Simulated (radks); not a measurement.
# Ionising lead step by step, Pb²¹⁺ to Pb⁴¹⁺

Aim: the successive ionisation energies of lead, each ion in the ground configuration that NIST lists, set against the tabulated values. The LB94 potential has no energy functional, so minus the highest eigenvalue is the estimate.

Program: radks (a radial shooting solver on a logarithmic mesh, Libxc functionals) version 1. Level of theory: Dirac Kohn-Sham, LB94 model potential, spin-unpolarised, spherical densities, finite nucleus; open shells fill j = l - 1/2 first. These are calculated values, not measurements, unless marked.

### 1 The atom as given

```
element             : lead (Z = 82)
charges             : 21 to 41
first configuration : [Kr] 4d10 4f13 5s2
last configuration  : [Kr] 4d5
```

LB94 adds a gradient term to the LDA potential that gives it a −1/r tail. It is a model potential with no energy functional, so Etot and Exc are not given.

### 2 Pb²¹⁺, [Kr] 4d10 4f13 5s2

Input:

```text
Z 82
configuration [Kr] 4d10 4f13 5s2
relativity Dirac
functional lda,pw
model_potential LB94
spin unpolarised
j_filling energy
nucleus finite rms 5.5012 fm
c 137.035999084
```

### 3 Pb²²⁺, [Kr] 4d10 4f13 5s1

Changes since step 2:

```diff
@@ -1,3 +1,3 @@
 Z 82
-configuration [Kr] 4d10 4f13 5s2
+configuration [Kr] 4d10 4f13 5s1
 relativity Dirac
```

### 4 Pb²³⁺, [Kr] 4d10 4f13

Changes since step 3:

```diff
@@ -1,3 +1,3 @@
 Z 82
-configuration [Kr] 4d10 4f13 5s1
+configuration [Kr] 4d10 4f13
 relativity Dirac
```

### 5 Pb²⁴⁺, [Kr] 4d10 4f12

Changes since step 4:

```diff
@@ -1,3 +1,3 @@
 Z 82
-configuration [Kr] 4d10 4f13
+configuration [Kr] 4d10 4f12
 relativity Dirac
```

### 6 Pb²⁵⁺, [Kr] 4d10 4f11

Changes since step 5:

```diff
@@ -1,3 +1,3 @@
 Z 82
-configuration [Kr] 4d10 4f12
+configuration [Kr] 4d10 4f11
 relativity Dirac
```

### 7 Pb²⁶⁺, [Kr] 4d10 4f10

Changes since step 6:

```diff
@@ -1,3 +1,3 @@
 Z 82
-configuration [Kr] 4d10 4f11
+configuration [Kr] 4d10 4f10
 relativity Dirac
```

### 8 Pb²⁷⁺, [Kr] 4d10 4f9

Changes since step 7:

```diff
@@ -1,3 +1,3 @@
 Z 82
-configuration [Kr] 4d10 4f10
+configuration [Kr] 4d10 4f9
 relativity Dirac
```

### 9 Pb²⁸⁺, [Kr] 4d10 4f8

Changes since step 8:

```diff
@@ -1,3 +1,3 @@
 Z 82
-configuration [Kr] 4d10 4f9
+configuration [Kr] 4d10 4f8
 relativity Dirac
```

### 10 Pb²⁹⁺, [Kr] 4d10 4f7

Changes since step 9:

```diff
@@ -1,3 +1,3 @@
 Z 82
-configuration [Kr] 4d10 4f8
+configuration [Kr] 4d10 4f7 5s0 5p0
 relativity Dirac
```

### 11 Pb³⁰⁺, [Kr] 4d10 4f6

Changes since step 10:

```diff
@@ -1,3 +1,3 @@
 Z 82
-configuration [Kr] 4d10 4f7 5s0 5p0
+configuration [Kr] 4d10 4f6 5s0 5p0
 relativity Dirac
```

### 12 Pb³¹⁺, [Kr] 4d10 4f5

Changes since step 11:

```diff
@@ -1,3 +1,3 @@
 Z 82
-configuration [Kr] 4d10 4f6 5s0 5p0
+configuration [Kr] 4d10 4f5 5s0 5p0
 relativity Dirac
```

### 13 Pb³²⁺, [Kr] 4d10 4f4

Changes since step 12:

```diff
@@ -1,3 +1,3 @@
 Z 82
-configuration [Kr] 4d10 4f5 5s0 5p0
+configuration [Kr] 4d10 4f4 5s0 5p0
 relativity Dirac
```

### 14 Pb³³⁺, [Kr] 4d10 4f3

Changes since step 13:

```diff
@@ -1,3 +1,3 @@
 Z 82
-configuration [Kr] 4d10 4f4 5s0 5p0
+configuration [Kr] 4d10 4f3
 relativity Dirac
```

### 15 Pb³⁴⁺, [Kr] 4d10 4f2

Changes since step 14:

```diff
@@ -1,3 +1,3 @@
 Z 82
-configuration [Kr] 4d10 4f3
+configuration [Kr] 4d10 4f2 5s0 5p0
 relativity Dirac
```

### 16 Pb³⁵⁺, [Kr] 4d10 4f1

Changes since step 15:

```diff
@@ -1,3 +1,3 @@
 Z 82
-configuration [Kr] 4d10 4f2 5s0 5p0
+configuration [Kr] 4d10 4f1
 relativity Dirac
```

### 17 Pb³⁶⁺, [Kr] 4d10

Changes since step 16:

```diff
@@ -1,3 +1,3 @@
 Z 82
-configuration [Kr] 4d10 4f1
+configuration [Kr] 4d10
 relativity Dirac
```

### 18 Pb³⁷⁺, [Kr] 4d9

Changes since step 17:

```diff
@@ -1,3 +1,3 @@
 Z 82
-configuration [Kr] 4d10
+configuration [Kr] 4d9 5s0 5p0
 relativity Dirac
```

### 19 Pb³⁸⁺, [Kr] 4d8

Changes since step 18:

```diff
@@ -1,3 +1,3 @@
 Z 82
-configuration [Kr] 4d9 5s0 5p0
+configuration [Kr] 4d8
 relativity Dirac
```

### 20 Pb³⁹⁺, [Kr] 4d7

Changes since step 19:

```diff
@@ -1,3 +1,3 @@
 Z 82
-configuration [Kr] 4d8
+configuration [Kr] 4d7
 relativity Dirac
```

### 21 Pb⁴⁰⁺, [Kr] 4d6

Changes since step 20:

```diff
@@ -1,3 +1,3 @@
 Z 82
-configuration [Kr] 4d7
+configuration [Kr] 4d6 5s0 5p0
 relativity Dirac
```

### 22 Pb⁴¹⁺, [Kr] 4d5

Changes since step 21:

```diff
@@ -1,3 +1,3 @@
 Z 82
-configuration [Kr] 4d6 5s0 5p0
+configuration [Kr] 4d5
 relativity Dirac
```

Before running it: what results should come out? Wanted: for each run, species; configuration; −ε(HOMO); NIST; error.

**Answer**, as computed:

```csv
species,configuration,−ε(HOMO) (eV),NIST (eV),error (%)
Pb²¹⁺,[Kr] 4d10 4f13 5s2,615.30,610 (theory),+0.9
Pb²²⁺,[Kr] 4d10 4f13 5s1,646.47,650 (theory),-0.5
Pb²³⁺,[Kr] 4d10 4f13,720.63,690 (theory),+4.4
Pb²⁴⁺,[Kr] 4d10 4f12,770.22,750 (theory),+2.7
Pb²⁵⁺,[Kr] 4d10 4f11,821.00,810 (theory),+1.4
Pb²⁶⁺,[Kr] 4d10 4f10,872.95,870 (theory),+0.3
Pb²⁷⁺,[Kr] 4d10 4f9,926.06,930 (theory),-0.4
Pb²⁸⁺,[Kr] 4d10 4f8,980.30,990 (theory),-1.0
Pb²⁹⁺,[Kr] 4d10 4f7,1035.7,1050 (theory),-1.4
Pb³⁰⁺,[Kr] 4d10 4f6,1099.2,1120 (theory),-1.9
Pb³¹⁺,[Kr] 4d10 4f5,1157.2,1180 (theory),-1.9
Pb³²⁺,[Kr] 4d10 4f4,1216.3,1240 (theory),-1.9
Pb³³⁺,[Kr] 4d10 4f3,1276.5,1300 (theory),-1.8
Pb³⁴⁺,[Kr] 4d10 4f2,1337.8,1360 (theory),-1.6
Pb³⁵⁺,[Kr] 4d10 4f1,1400.2,1430 (theory),-2.1
Pb³⁶⁺,[Kr] 4d10,1699.8,1704 (theory),-0.2
Pb³⁷⁺,[Kr] 4d9,1759.4,1760 (theory),-0.0
Pb³⁸⁺,[Kr] 4d8,1819.6,1819 (theory),+0.0
Pb³⁹⁺,[Kr] 4d7,1880.4,1884 (theory),-0.2
Pb⁴⁰⁺,[Kr] 4d6,1941.8,1945 (theory),-0.2
Pb⁴¹⁺,[Kr] 4d5,2003.9,2004 (theory),-0.0
```

Reference values: NIST Atomic Spectra Database (exp. measured, semi-emp. semi-empirical, theory a theoretical value adopted there). Per unit of the charge left behind, the cost jumps most at Pb³⁶⁺ ([Kr] 4d10): from 1400.2 to 1699.8 eV. There the highest level belongs to another shell. Spin polarisation and multiplet splitting are left out.
